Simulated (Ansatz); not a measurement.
# Alloy of InP and GaP (20 of 32 In sites exchanged), 64 atoms

Aim: relax the alloy cell and compare the gap by PBEsol and HSE06.

Program: Ansatz 0.2.0, PAW, plane waves. These are calculated values, not measurements.

### 1 Starting point

64 atoms (20 Ga, 12 In, 32 P); a = 11.211 Å, b = 11.211 Å, c = 11.211 Å, α = 90.00°, β = 90.00°, γ = 90.00°. All atoms were shaken off their sites by about 0.02 Å along each axis; atoms next to an added one may be pushed further to make room.

Plan of the steps: (2) PBEsol cell relaxation at the single k point (¼, ¼, ¼), on 1 × NVIDIA GB200 with 8 threads of Arm Neoverse-V2; (3) HSE06 single point at the single k point (¼, ¼, ¼), on 1 × NVIDIA GB200 with 8 threads of Arm Neoverse-V2.

### 2 PBEsol relaxation of the cell and the positions

File in.yaml:

```yaml
crystal:
  lattice:
    - [11.211013, 0.000000, 0.000000]
    - [0.000000, 11.211013, 0.000000]
    - [0.000000, 0.000000, 11.211013]
  atoms:
    - { symbol: Ga, position: [0.001893, 0.000257, 0.999625] }
    - { symbol: Ga, position: [0.000117, 0.001794, 0.502286] }
    - { symbol: Ga, position: [0.998319, 0.499612, 0.495973] }
    - { symbol: Ga, position: [0.501092, 0.001051, 0.000124] }
    - { symbol: Ga, position: [0.499356, 0.500715, 0.500869] }
    - { symbol: Ga, position: [0.249857, 0.246125, 0.002101] }
    - { symbol: Ga, position: [0.246998, 0.253824, 0.501391] }
    - { symbol: Ga, position: [0.248784, 0.747349, 0.499498] }
    - { symbol: Ga, position: [0.749566, 0.252501, 0.999009] }
    - { symbol: Ga, position: [0.747923, 0.251945, 0.499899] }
    - { symbol: Ga, position: [0.751993, 0.752780, 0.001198] }
    - { symbol: Ga, position: [0.246703, 0.001651, 0.245992] }
    - { symbol: Ga, position: [0.247154, 0.496385, 0.748773] }
    - { symbol: Ga, position: [0.751053, 0.997378, 0.249614] }
    - { symbol: Ga, position: [0.752182, 0.497790, 0.249342] }
    - { symbol: Ga, position: [0.749968, 0.500158, 0.750573] }
    - { symbol: Ga, position: [0.999063, 0.250053, 0.249852] }
    - { symbol: Ga, position: [0.002151, 0.750356, 0.252922] }
    - { symbol: Ga, position: [0.501879, 0.251117, 0.247919] }
    - { symbol: Ga, position: [0.499957, 0.249799, 0.749715] }
    - { symbol: In, position: [0.996034, 0.501745, 0.999698] }
    - { symbol: In, position: [0.498524, 0.001511, 0.498848] }
    - { symbol: In, position: [0.500946, 0.501032, 0.998427] }
    - { symbol: In, position: [0.248104, 0.749360, 0.998698] }
    - { symbol: In, position: [0.750894, 0.750795, 0.502397] }
    - { symbol: In, position: [0.249715, 0.000935, 0.750017] }
    - { symbol: In, position: [0.249998, 0.497556, 0.248063] }
    - { symbol: In, position: [0.747089, 0.999975, 0.749363] }
    - { symbol: In, position: [0.001291, 0.252917, 0.749657] }
    - { symbol: In, position: [0.999493, 0.751045, 0.750809] }
    - { symbol: In, position: [0.500365, 0.750768, 0.251306] }
    - { symbol: In, position: [0.503274, 0.747509, 0.746324] }
    - { symbol: P, position: [0.126253, 0.126701, 0.121920] }
    - { symbol: P, position: [0.127692, 0.126501, 0.624868] }
    - { symbol: P, position: [0.126439, 0.625859, 0.125715] }
    - { symbol: P, position: [0.125740, 0.626545, 0.620438] }
    - { symbol: P, position: [0.626716, 0.124599, 0.125656] }
    - { symbol: P, position: [0.627321, 0.126793, 0.626937] }
    - { symbol: P, position: [0.624553, 0.623108, 0.126610] }
    - { symbol: P, position: [0.625184, 0.624738, 0.623592] }
    - { symbol: P, position: [0.374511, 0.375827, 0.125496] }
    - { symbol: P, position: [0.375568, 0.372141, 0.628663] }
    - { symbol: P, position: [0.374347, 0.876124, 0.127169] }
    - { symbol: P, position: [0.374116, 0.876526, 0.627241] }
    - { symbol: P, position: [0.878163, 0.377812, 0.129113] }
    - { symbol: P, position: [0.875717, 0.373593, 0.627775] }
    - { symbol: P, position: [0.874127, 0.875224, 0.123719] }
    - { symbol: P, position: [0.874249, 0.876153, 0.626956] }
    - { symbol: P, position: [0.372997, 0.123360, 0.376036] }
    - { symbol: P, position: [0.372843, 0.120921, 0.873463] }
    - { symbol: P, position: [0.376200, 0.624751, 0.376498] }
    - { symbol: P, position: [0.376211, 0.623774, 0.877862] }
    - { symbol: P, position: [0.873100, 0.124710, 0.373321] }
    - { symbol: P, position: [0.875555, 0.126032, 0.873647] }
    - { symbol: P, position: [0.876996, 0.624626, 0.376237] }
    - { symbol: P, position: [0.877728, 0.627753, 0.871931] }
    - { symbol: P, position: [0.125875, 0.373829, 0.373678] }
    - { symbol: P, position: [0.126001, 0.373425, 0.872365] }
    - { symbol: P, position: [0.124280, 0.876280, 0.375976] }
    - { symbol: P, position: [0.124367, 0.876658, 0.873149] }
    - { symbol: P, position: [0.626386, 0.375773, 0.380917] }
    - { symbol: P, position: [0.625277, 0.375567, 0.876313] }
    - { symbol: P, position: [0.621591, 0.869999, 0.372464] }
    - { symbol: P, position: [0.623452, 0.872086, 0.875374] }
  symmetry: { detect: false }
kpoints:
  mp_grid: { grid: [1, 1, 1], shift: [0.25, 0.25, 0.25] }
hamiltonian:
  xc: pbesol
scf:
  occupations: { method: fermi_dirac, width: 0.01 }
relax:
  f_tol: 0.03
  max_steps: 80
  escape_saddle: false
  adjacent_minimum: "off"
  cell: { fix: [shape] }
output:
  forces: true
  eigenvalues: true
  populations: true
```

Command:

```console
> ansatz run in.yaml --threads 8 --pin off --max-ram 118750MiB --runs-dir r --events-out ev --progress --plain --backend cuda --devices 0, --max-vram 170GiB
```

The runs that follow: HSE06 on the final geometry.

Before running it: what results should come out? Wanted: for each run, top filled to lowest empty.

The runs gave:

```
             level         time  top filled to lowest empty (eV)
PBEsol, relaxation  5.4 s (GPU)                             1.67
             HSE06   26 s (GPU)                             2.60
```

| quantity | value |
| --- | --- |
| relaxation | 6 recorded steps, 3.95 eV gained |
| largest shift | 0.24 Å (P63) |
| relaxed cell | a = 11.204 Å, b = 11.204 Å, c = 11.204 Å, α = 90.00°, β = 90.00°, γ = 90.00° |
| mean bonds | Ga–P 2.375, In–P 2.518 Å |

**What this shows.** Relaxation gains 3.95 eV, with shifts up to 0.24 Å (P63), while the volume changes by -0.2 %. Part of this undoes the random shake of the start. The mean lengths of the listed bonds run from Ga–P 2.37 Å to In–P 2.52 Å. At the same k points, PBEsol gives a spacing 0.94 eV smaller than the 2.60 eV of HSE06. With one k point the spacing samples only the states that fold onto it, so it can exceed the gap over the zone.
